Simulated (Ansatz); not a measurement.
From input file to script: Rb₂LiNbF₆, space group Fm-3m in Ansatz 0.2.0.

```yaml
crystal:
  lattice: { bravais: fcc, a: 8.5431 }
  space_group: 225
  atoms:
    - { symbol: Rb, position: [0.25, 0.75, 0.75] }
    - { symbol: Li, position: [0.5, 0.0, 0.0] }
    - { symbol: Nb, position: [0.0, 0.0, 0.0] }
    - { symbol: F, position: [0.5, 0.0, 0.7482] }
  reduce_to_primitive: true
basis:
  ecutwfc: 600.0
kpoints:
  mp_grid: { grid: [5, 5, 5] }
hamiltonian:
  xc: r2scan
scf:
  occupations: { method: cold }
output:
  write_density: true
  write_potential: true
  volumetric_format: npy
  populations: true
  elf: true
```

On the command line:
```console
$ ansatz run input.yaml --threads 1 --pin off --max-ram 3072MiB --backend cpu --events-out ev --progress --plain --runs-dir out
crystal.space_group: 225 is read as Fm-3m: the typed cell holds Rb8Li4Nb4F24 (Rb 8c, Li 4b, Nb 4a, F 24e). Least distances (Å): Rb–Rb 4.272, Rb–Li 3.699, Rb–Nb 3.699, Rb–F 3.020, Li–Li 6.041, Li–Nb 4.272, Li–F 2.151, Nb–Nb 6.041, Nb–F 2.120, F–F 2.999
crystal.space_group generates its sites in this order, which a site index counts, at these fractional coordinates of the primitive cell where crystal.reduce_to_primitive is true, and else of the cell that is read (crystal.supercell repeats the list replica by replica, and crystal.defects acts on that): 0: Rb [0.250000, 0.250000, 0.250000]; 1: Rb [0.750000, 0.750000, 0.750000]; 2: Li [0.500000, 0.500000, 0.500000]; 3: Nb [0.000000, 0.000000, 0.000000]; 4: F [0.248200, 0.248200, 0.751800]; 5: F [0.751800, 0.751800, 0.248200]; 6: F [0.248200, 0.751800, 0.248200]; 7: F [0.751800, 0.248200, 0.751800]; 8: F [0.751800, 0.248200, 0.248200]; 9: F [0.248200, 0.751800, 0.751800];
Engine: ansatz 0.2.0, x86_64-unknown-linux-gnu
Pseudopotentials: kind: paw
Pseudopotential: Rb, paw, valence charge 9, recommended cutoff 500 eV (meta_gga), Rb.paw.azcp
Pseudopotential: Li, paw, valence charge 3, recommended cutoff 500 eV (meta_gga), Li.paw.azcp
Pseudopotential: Nb, paw, valence charge 13, recommended cutoff 500 eV (meta_gga), Nb.paw.azcp
Pseudopotential: F, paw, valence charge 7, recommended cutoff 500 eV (meta_gga), F.paw.azcp
Functional definition: r2SCAN
  parameter k0 = 0.174
  parameter k1 = 0.065
  parameter a1 = 4.9479
  exchange = r2scan_x(k0 = k0, k1 = k1, a1 = a1)
  correlation = r2scan_c
Crystal: 10 atoms, lattice volume = 155.879 Å³
Basis set: ecut = 600 eV, 5161 PW (Γ), exchange–correlation on 200×200×200 points (64 copies of the dense FFT grid, shifted against one another)
Bands: 48, of which v1, the nominal top of the filled ones, is band 38 counted from 1 (37 counted from 0)
Symmetry: 48 space group operations
Space group: Fm-3m (ITA 225), of the structure as read, at distance tolerance 5.4e-5 Å
k-points: 10 of 125
Non-local potential: Rb, projectors of the file, l = 0: 3, l = 1: 2, l = 2: 2
Non-local potential: Li, projectors of the file, l = 0: 3, l = 1: 2, l = 2: 1
Non-local potential: Nb, projectors of the file, l = 0: 3, l = 1: 2, l = 2: 2, l = 3: 1
Non-local potential: F, projectors of the file, l = 0: 2, l = 1: 2, l = 2: 1
PAW form: soft (Blöchl's): semilocal exchange-correlation on the pseudo side does not see the compensation charge
PAW frozen core: Rb, regenerated for the run's functional (the file was generated under x = pbe(κ = 0.804, μ = 0.2195149727645171), c = pbe(β = 0.06672455060314922))
PAW frozen core: Nb, regenerated for the run's functional (the file was generated under x = pbe(κ = 0.804, μ = 0.2195149727645171), c = pbe(β = 0.06672455060314922))
PAW frozen core: F, regenerated for the run's functional (the file was generated under x = pbe(κ = 0.804, μ = 0.2195149727645171), c = pbe(β = 0.06672455060314922))
PAW one-centre angular grid: Rb, 302 points (default); XC on 160 Gauss nodes
PAW one-centre angular grid: Li, 302 points (default); XC on 327 of its mesh's 2665 points in the sphere
PAW one-centre angular grid: Nb, 590 points (default); XC on 160 Gauss nodes
PAW one-centre angular grid: F, 302 points (default); XC on 160 Gauss nodes
Initial density: superposition of atomic densities (neutral atoms: chi_scale 0, normalization atom), corrected by the library's trained network
Initial wavefunctions: pseudopotential atomic-orbital guess
Functional: x = r2scan, c = r2scan; τ floored in thin density (d = 2e-4 eV/Å³)
SCF iter   1: F=—  HF=-16195.221520 eV  |F-HF|=—  |Δ(HF+E_count)|=         —  Δρ=1.02e-2  dr2=1.88e-1  dr2_τ=2.12e-1  ethr=1.77e-3  ⟨swp⟩=7.6  Hψ=1966  notcnv=0  defer=5
preconditioner: auto → LDOS  [metal: Δε(μ)=0.002 eV  Ē_g=12.221 eV  σ=0.100 eV  W_gap=0.01  n_scr=26 (ndim 8)  ℏωp=21.0 eV  f_vac=0.037  D(μ)=33.06/eV (n_scr^D=608)  β→1.0]
SCF iter   2: F=—  HF=-16195.376576 eV  |F-HF|=—  |Δ(HF+E_count)|=   1.55e-1  S|Δr|=    0.00e0  Δρ=6.88e-3  dr2=1.20e-1  dr2_τ=2.04e-3  ethr=2.47e-4  ⟨swp⟩=3.0  Hψ=1004  notcnv=0  defer=26
SCF iter   3: F=—  HF=-16195.369577 eV  |F-HF|=—  |Δ(HF+E_count)|=   7.00e-3  S|Δr|=    0.00e0  Δρ=5.96e-3  dr2=9.24e-2  dr2_τ=9.09e-4  ethr=1.58e-4  ⟨swp⟩=1.0  Hψ=454  notcnv=0  defer=26
SCF iter   4: F=—  HF=-16195.360100 eV  |F-HF|=—  |Δ(HF+E_count)|=   9.48e-3  S|Δr|=    0.00e0  Δρ=3.71e-3  dr2=4.78e-2  dr2_τ=3.39e-4  ethr=1.22e-4  ⟨swp⟩=1.0  Hψ=454  notcnv=0  defer=26
SCF iter   5: F=—  HF=-16195.353014 eV  |F-HF|=—  |Δ(HF+E_count)|=   7.09e-3  S|Δr|=    0.00e0  Δρ=2.73e-3  dr2=2.07e-2  dr2_τ=2.91e-4  ethr=6.29e-5  ⟨swp⟩=2.0  Hψ=476  notcnv=0  defer=26
SCF iter   6: F=—  HF=-16195.346964 eV  |F-HF|=—  |Δ(HF+E_count)|=   6.05e-3  S|Δr|=    0.00e0  Δρ=4.99e-4  dr2=5.03e-4  dr2_τ=1.84e-5  ethr=2.72e-5  ⟨swp⟩=2.0  Hψ=917  notcnv=0  defer=26
SCF iter   7: F=—  HF=-16195.346940 eV  |F-HF|=—  |Δ(HF+E_count)|=   2.46e-5  S|Δr|=    0.00e0  Δρ=8.13e-5  dr2=7.12e-6  dr2_τ=7.03e-7  ethr=6.62e-7  ⟨swp⟩=2.0  Hψ=836  notcnv=0  defer=26
SCF iter   8: F=—  HF=-16195.346766 eV  |F-HF|=—  |Δ(HF+E_count)|=   1.74e-4  S|Δr|=    0.00e0  Δρ=1.08e-5  dr2=1.63e-7  dr2_τ=1.91e-8  ethr=9.37e-9  ⟨swp⟩=2.0  Hψ=837  notcnv=0  defer=26
SCF iter   9: F=-16195.346766 eV  HF=-16195.346766 eV  |F-HF|=4.82e-9  |Δ(HF+E_count)|=   1.14e-7  S|Δr|=    0.00e0  Δρ=3.43e-6  dr2=1.50e-8  dr2_τ=2.49e-9  ethr=1.32e-10  ⟨swp⟩=9.0  Hψ=1441  notcnv=0
SCF 1 converged in 9 iterations: F = -16195.346766 eV  dr2 = 1.50e-8
  greatest PAW one-centre occupation: 1.000 electrons in one spin orbital (limit 2), on the Nb atom at site 3 (counted from 0), in its partial waves of l = 0
SCF converged after 9 iterations
Stability not checked: this state was not tested for a lower state beside it, because cold or Methfessel-Paxton smearing, or corrected tetrahedra, fill the levels in a way that the test cannot read (fill_not_monotonic; see scf.lower_state_search)
Free energy (F): -16195.346766 eV
Harris-Foulkes:  -16195.346766 eV  (|F-HF|=4.82e-9)
Internal energy: -16195.266177 eV  (E = F + TS)
E sigma→0 (E₀):  -16195.319903 eV
Entropy (-TS):   -0.080588 eV (-8.059 meV/atom)
Fermi energy:    8.184848 eV
--- Per-component energies (eV) ---
  E_band       = -664.356048
  E_kinetic    = 2048.843274
  E_local      = -5930.723968  (includes V_loc(G=0)·N_el)
  E_nonlocal   = 867.057834
  E_hartree    = 2065.714728
  E_xc         = -905.770818
  E_vxc        = -1251.608302  (∫ρ·V_xc dr)
  E_paw        = -9598.319876  (= ΣΔE_a)
  E_vpaw       = -613.196004  (= ΣTr[D̂ρ^β])
  E_aug_tail   = 0.002474  (compensation charges beyond the density's cutoff)
  E_vtau       = 83.836970  (kinetic-family band-sum trace: ∫τ·v_τ [+ j·A + Jᵃ·Aᵃ] dr)
  E_ewald      = -4741.395192
  E_core_change = -0.674635  (= ΣΔE_core)
  E_smearing   = -0.080588  (= −TS)
  E_closure    = 0.000000  (closes the sum)
  Σ components = -16195.346766   (vs F -16195.346766, Δ=0.00e0)
--- Band table (eV; the first three rows and the last of 10) ---
  k-point 0: bands = ["-50.6845", "-40.6047", "-26.1922", "-26.1922", "-26.1922", "-21.2003", "-21.1057", "-18.9377", "-18.7759", "-18.7759", "-18.5483", "-18.5483", "-18.5483", "-5.0004", "-5.0004", "-5.0004", "-4.7226", "-4.7226", "-4.7226", "-0.7239", "-0.0934", "-0.0934", "0.3296", "0.3296", "0.3296", "0.4215", "0.4215", "0.4215", "1.1927", "1.1927", "1.1927", "1.4517", "1.4517", "1.4517", "1.6693", "1.6693", "1.6693", "8.1094", "8.1094", "8.1094", "9.7548", "11.1918", "11.1918", "12.4492", "12.4492", "12.6245", "12.6245", "12.6245"]
  k-point 1: bands = ["-50.6845", "-40.6047", "-26.1928", "-26.1921", "-26.1921", "-21.1856", "-21.1102", "-18.9292", "-18.7965", "-18.7965", "-18.5760", "-18.5276", "-18.5276", "-4.9566", "-4.9566", "-4.9072", "-4.7301", "-4.7301", "-4.6860", "-0.6293", "-0.2515", "-0.2515", "0.1896", "0.3643", "0.4284", "0.4284", "0.5393", "0.5393", "1.1058", "1.1058", "1.2177", "1.2346", "1.4282", "1.4282", "1.5917", "1.5917", "1.6237", "8.1365", "8.1407", "8.1407", "10.2075", "11.1675", "11.1675", "12.6016", "12.6016", "12.7686", "13.0514", "13.0514"]
  k-point 2: bands = ["-50.6845", "-40.6047", "-26.1937", "-26.1920", "-26.1920", "-21.1537", "-21.1253", "-18.9107", "-18.8243", "-18.8243", "-18.6260", "-18.4996", "-18.4996", "-4.8583", "-4.8583", "-4.7689", "-4.7689", "-4.7266", "-4.6449", "-0.4735", "-0.4079", "-0.4079", "0.0329", "0.2743", "0.4651", "0.4651", "0.7707", "0.7854", "0.7854", "0.9594", "0.9594", "1.3411", "1.3958", "1.3958", "1.4383", "1.4383", "1.5112", "8.1836", "8.1877", "8.1877", "11.1155", "11.1155", "11.2630", "12.5018", "13.2323", "13.2323", "13.7298", "13.7298"]
  k-point 9: bands = ["-50.6845", "-40.6047", "-26.1931", "-26.1927", "-26.1923", "-21.1410", "-21.1271", "-18.9100", "-18.8711", "-18.8035", "-18.5581", "-18.5474", "-18.5146", "-4.8343", "-4.8005", "-4.7890", "-4.7169", "-4.6360", "-4.6273", "-0.6586", "-0.3979", "-0.1442", "0.0436", "0.2683", "0.4175", "0.4848", "0.5426", "0.7163", "0.9073", "1.0400", "1.0494", "1.1255", "1.1944", "1.2536", "1.2744", "1.4236", "1.5514", "8.1961", "8.2243", "8.2590", "10.9107", "11.2485", "12.0284", "12.9081", "13.0211", "13.4000", "13.9724", "14.0355"]
--- Löwdin populations: 10 sites ---
  site symbol       q [e]
     0     Rb      8.1276
     1     Rb      8.1276
     2     Li      2.2236
     3     Nb     11.6053
     4      F      7.6047
     5      F      7.6047
     6      F      7.6047
     7      F      7.6047
     8      F      7.6047
     9      F      7.6047
  spilling = 0.003788 (of n_electrons = 76.000000)
```

The script, `rb2linbf6_scf.py`:
```python
# -*- coding: utf-8 -*-
from pathlib import Path
import json
import sys

import ansatz as az
import numpy as np


def main():
    xtal = (
        az.Lattice.fcc(8.5431)
        .space_group(225)
        .atom("Rb", [0.25, 0.75, 0.75])
        .atom("Li", [0.5, 0.0, 0.0])
        .atom("Nb", [0.0, 0.0, 0.0])
        .atom("F", [0.5, 0.0, 0.7482])
        .primitive()
    )

    setup = (
        xtal.calculation()
        .functional(az.Functional.R2SCAN)
        .basis(600)
        .kpoints(5, 5, 5)
        .occupations(az.OccupationsMethod.COLD)
        .density()
        .potential()
        .electron_localization_function()
        .output_files(volumetric_format="npy")
        .populations()
    )
    try:
        out = setup.run(threads=1, pin="off")
    except az.NonConvergedError as error:
        sys.exit(f"no convergence: {error}")
    except az.RefusalError as error:
        sys.exit(f"input refused: {error}")
    data = out.report

    print("%-22s %14.5f eV" % ("F = E - TS", data["free_energy_ev"]))
    print("%-22s %14.5f eV" % ("E", data["internal_energy_ev"]))
    print("%-22s %14.5f eV" % ("Harris-Foulkes", data["harris_foulkes_ev"]))
    print("%-22s %14.5f eV" % ("Fermi level", data["fermi_energy_ev"]))

    keep = ["free_energy_ev", "energy_sigma0_ev", "fermi_energy_ev", "n_iterations", "converged", "magnetization_mub", "n_kpoints"]
    with open("rb2linbf6.json", "w") as handle:
        json.dump({key: data[key] for key in keep}, handle, indent=1)

    used = data["setup"]
    print("cutoffs (eV):", used["ecut_ev"], used["ecutrho_ev"], " FFT grid:", used["fft_dense"])
    print("cell volume {:.3f} A^3, {} symmetry operations".format(used["cell_volume_ang3"], used["n_sym_ops"]))

    folder = Path(out.write_results("fields"))
    for name in sorted(p.name for p in folder.glob("*.npy")):
        field = np.load(folder / name)
        print(f"{name:16s} {str(field.shape):16s} min {field.min():10.4f}  mean {field.mean():10.4f}  max {field.max():10.4f}")

    terms = data["components"]
    print({name: round(terms[name], 3) for name in ("e_kinetic", "e_hartree", "e_xc", "e_local", "e_nonlocal")})

    files = Path(out.write_results("tables"))
    print((files / "populations.tsv").read_text())


if __name__ == "__main__":
    main()
```

Running `python rb2linbf6_scf.py` prints:
```text
F = E - TS               -16195.34677 eV
E                        -16195.26618 eV
Harris-Foulkes           -16195.34677 eV
Fermi level                   8.18485 eV
cutoffs (eV): 600.0 2400.0  FFT grid: [50, 50, 50]
cell volume 155.879 A^3, 48 symmetry operations
elf.npy          (50, 50, 50)     min     0.0032  mean     0.2938  max     0.9995
rho.npy          (50, 50, 50)     min     0.0121  mean     0.4876  max    13.5181
v_es.npy         (50, 50, 50)     min  -164.8330  mean     2.3366  max    10.5744
v_tot.npy        (50, 50, 50)     min  -186.8989  mean    -7.2508  max     6.3517
{'e_kinetic': 2048.843, 'e_hartree': 2065.715, 'e_xc': -905.771, 'e_local': -5930.724, 'e_nonlocal': 867.058}
# site	symbol	l	j	q
# orbitals = lowdin
# n_electrons = 76.000000
# spilling = 0.003788
0	Rb	0_4S	-	1.953394
0	Rb	0_5S	-	0.211281
0	Rb	1_4P	-	5.962949
1	Rb	0_4S	-	1.953394
1	Rb	0_5S	-	0.211281
1	Rb	1_4P	-	5.962949
2	Li	0_1S	-	1.970817
2	Li	0_2S	-	0.252786
3	Nb	0_4S	-	1.950919
3	Nb	0_5S	-	0.327013
3	Nb	1_4P	-	5.991381
3	Nb	2_4D	-	3.335974
4	F	0_2S	-	1.901277
4	F	1_2P	-	5.703386
5	F	0_2S	-	1.901277
5	F	1_2P	-	5.703386
6	F	0_2S	-	1.901277
6	F	1_2P	-	5.703386
7	F	0_2S	-	1.901277
7	F	1_2P	-	5.703386
8	F	0_2S	-	1.901277
8	F	1_2P	-	5.703386
9	F	0_2S	-	1.901277
9	F	1_2P	-	5.703386
```

Reading the output:
- Absolute energies stand on the zero of these potentials, so only differences at equal settings mean something. A total without «per atom» is that of the cell as typed.
- The run is spin-unpolarised.
- The energy terms are those on the plane-wave grid, with the one-centre PAW part apart; the terms shown are only some of the summands, so they needn't add up to F.
- For a metal this k-point mesh is coarse: on a finer one energies can move by several to tens of meV an atom and pressures by half a GPa or more, differences at one mesh by less.
- An absolute Fermi energy rests on an arbitrary zero of the periodic potential and has no direct meaning.
- Grid values close to the nuclei reflect the PAW or pseudopotential construction, not the all-electron fields.
- This cell is a computed structure, which may not be the phase found in nature.
- Cost: roughly 7 core-seconds.

(A comment or docstring line of the script was reworded after the run, the code is as it ran; lines on the test bed's own set-up are left out of the output.)
